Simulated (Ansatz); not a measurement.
# ClH6N3Si: molecular dynamics

Purpose: to follow the molecule's vibrations and see whether its bonds hold. The start is relaxed first. Runs: 300 steps of 0.5 fs under a Nosé-Hoover thermostat at 2000 K. SMILES of the start: N[Si](N)(N)Cl.

Method: RKS BHLYP-D4/6-31G, in Ansatz 0.2.0.

### Step 1. The structure to begin with

Bond lengths: Si1–Cl2 2.130 Å, Si1–N3 1.820 Å, N3–H4 1.060 Å, N3–H5 1.060 Å, Si1–N6 1.819 Å, N6–H7 1.060 Å, N6–H8 1.060 Å, Si1–N9 1.819 Å, N9–H10 1.060 Å, N9–H11 1.060 Å. Angles (14 of 15 angles, heavy atoms first): Cl2–Si1–N3 109.5°, Cl2–Si1–N6 109.5°, Cl2–Si1–N9 109.5°, N3–Si1–N6 109.5°, N3–Si1–N9 109.5°, N6–Si1–N9 109.5°, Si1–N3–H4 120.0°, Si1–N3–H5 120.0°, Si1–N6–H7 120.0°, Si1–N6–H8 120.0°, Si1–N9–H10 120.0°, Si1–N9–H11 120.0°, H4–N3–H5 120.0°, H7–N6–H8 120.0°.

As a file:

```xyz
11

Si    0.0000    0.0000    0.0000
Cl    0.0000    0.0000    2.1300
N     1.7163    0.0000   -0.6061
H     2.2145   -0.9180   -0.7868
H     2.2175    0.9180   -0.7783
N    -0.8572    1.4851   -0.6061
H    -1.8773    1.4300   -0.8888
H    -0.3367    2.4058   -0.6766
N    -0.8572   -1.4851   -0.6061
H    -1.3922   -2.1014    0.0704
H    -0.8219   -1.7344   -1.6357
```

### Step 2. Relaxing the start

File input.yaml:

```yaml
crystal:
  periodic: [false, false, false]
  atoms:
    - { symbol: Si, position_ang: [0.0, 0.0, 0.0] }
    - { symbol: Cl, position_ang: [0.0, 0.0, 2.13] }
    - { symbol: "N", position_ang: [1.7163, 0.0, -0.6061] }
    - { symbol: H, position_ang: [2.2145, -0.918, -0.7868] }
    - { symbol: H, position_ang: [2.2175, 0.918, -0.7783] }
    - { symbol: "N", position_ang: [-0.8572, 1.4851, -0.6061] }
    - { symbol: H, position_ang: [-1.8773, 1.43, -0.8888] }
    - { symbol: H, position_ang: [-0.3367, 2.4058, -0.6766] }
    - { symbol: "N", position_ang: [-0.8572, -1.4851, -0.6061] }
    - { symbol: H, position_ang: [-1.3922, -2.1014, 0.0704] }
    - { symbol: H, position_ang: [-0.8219, -1.7344, -1.6357] }
basis:
  gaussian: { orbitals: "6-31G" }
hamiltonian:
  xc: { name: BHLYP }
  dispersion: d4
relax:
  f_tol: 0.02
  max_steps: 40
```

Launch:

```
$ ansatz run input.yaml --threads 1 --pin off --max-ram 2048MiB --backend cpu --events-out ev --progress --plain --runs-dir out
```

Further steps of the session: The run.

What does the calculation give? Wanted: relaxation of the start; temperature, first and last step; temperature, second half; potential energy, second half; largest change of the conserved energy; bonds formed or broken.

As calculated:

| quantity | value |
| --- | --- |
| relaxation of the start | 16 moves, 1.038 eV lower |
| length | 300 steps of 0.5 fs |
| temperature, first and last step | 2000 and 957 K |
| temperature, second half | mean 1044 K, from 449 to 1611 K |
| potential energy, second half | +110 meV/atom from the start |
| largest change of the conserved energy | 3.03 meV/atom |
| bonds formed or broken | 0 |

**Reading.** Against a set 2000 K the second half averages 1044 K with a spread of 268 K; 110 meV/atom has gone into potential energy, and a thermostat that acts over some 300 fs has not made it up in 150 fs. The conserved energy strays from its start by at most 3.03 meV/atom, 2.8 % of the mean kinetic energy, fair for a step of 0.5 fs. No bond forms or breaks. 150 fs on 11 atoms is far too short and small for converged averages. The nuclei move classically, without zero-point motion, which matters most for hydrogen. In so small a basis the energies are only a sketch.
